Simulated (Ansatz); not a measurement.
# GaAsH₂+ (quartet): the correlation ladder, cc-pVTZ

An exercise on one series of results from a longer session: the logs are not shown, and one member is left open.

The runs use Ansatz 0.2.0, Gaussian basis; cc-pVTZ, core rule «outside noble gas», up to 28 orbitals frozen.

The runs, in order: UHF; CCSD(T) on ROHF; CCSD(T) on UHF; BCCD(T) on ROHF; CCSDT(Q) on ROHF; CCSDT(Q) on UHF.

12 further runs of the same task are left out: 8 for a known fault of the program, 4 set aside as unsound or not needed. Runs told in other sessions of the task aren't counted.

**The system**

The geometry is a PBE0/def2-TZVP stationary point (not a proven minimum) of the parent state, kept for this charge and spin. No spin-orbit coupling is included. The filled d shell of Ga, As may be among the frozen orbitals whatever the setting's name suggests.

4 atoms, charge 1, spin multiplicity 4.

Atoms are counted from 1 here; the program's logs count them from 0.

Bond lengths: Ga1–As2 2.473 Å, Ga1–H3 1.608 Å, As2–H4 1.527 Å. Angles: As2–Ga1–H3 116.3°, Ga1–As2–H4 93.5°.

As a file:

```xyz
4
AsGaH2
Ga    0.0000   -0.0615    1.2744
As    0.0000    0.0588   -1.1953
H     0.0000    1.3435    2.0559
H     0.0000   -1.4587   -1.3620
```

Set-up of the first run:

Contents of in.yaml:

```yaml
crystal:
  periodic: [false, false, false]
  atoms:
    - {symbol: Ga, position_ang: [0.000000, -0.061519, 1.274398]}
    - {symbol: As, position_ang: [0.000000, 0.058800, -1.195307]}
    - {symbol: H, position_ang: [0.000000, 1.343482, 2.055926]}
    - {symbol: H, position_ang: [0.000000, -1.458691, -1.361996]}
basis:
  gaussian: {orbitals: cc-pVTZ}
total_charge: 1
magnetization: {spin_polarized: true, initial_magnetization: 3}
hamiltonian: {xc: hf}
output: {orbitals: {seedname: orbitals}}
```

On the command line:

```
> ansatz run in.yaml --threads 1 --pin off --events-out ev --progress --plain --max-ram 4096MiB --backend cpu
```

Among the steps run: UHF; CCSD(T) on ROHF; CCSD(T) on UHF; BCCD(T) on ROHF; CCSDT(Q) on ROHF; CCSDT(Q) on UHF.

One of the session's tables, all rows but one given; the rest of the session is left out.

```
   method  from RCCSDT(Q) (kcal/mol)
     ROHF                    +116.97
      UHF                    +111.38
     RMP2                          ?
     UMP2                     +24.47
    RCCSD                      +4.96
    UCCSD                      +4.21
 RCCSD(T)                      +0.98
 UCCSD(T)                      +0.45
  BCCD(T)                      +0.92
   RCCSDT                      +0.15
   UCCSDT                      -0.37
RCCSDT(Q)                          0
UCCSDT(Q)                      -0.51
```

Estimate the missing values for RMP2.

As computed: from RCCSDT(Q) (kcal/mol): +25.34. In the column «from RCCSDT(Q) (kcal/mol)» it lies between UMP2 (+24.47) and UHF (+111.38).

Caveats from the session: Restricted and unrestricted rows rest on different reference determinants; a gap between their highest levels can come from leftover correlation error, from unlike frozen cores or from another state.
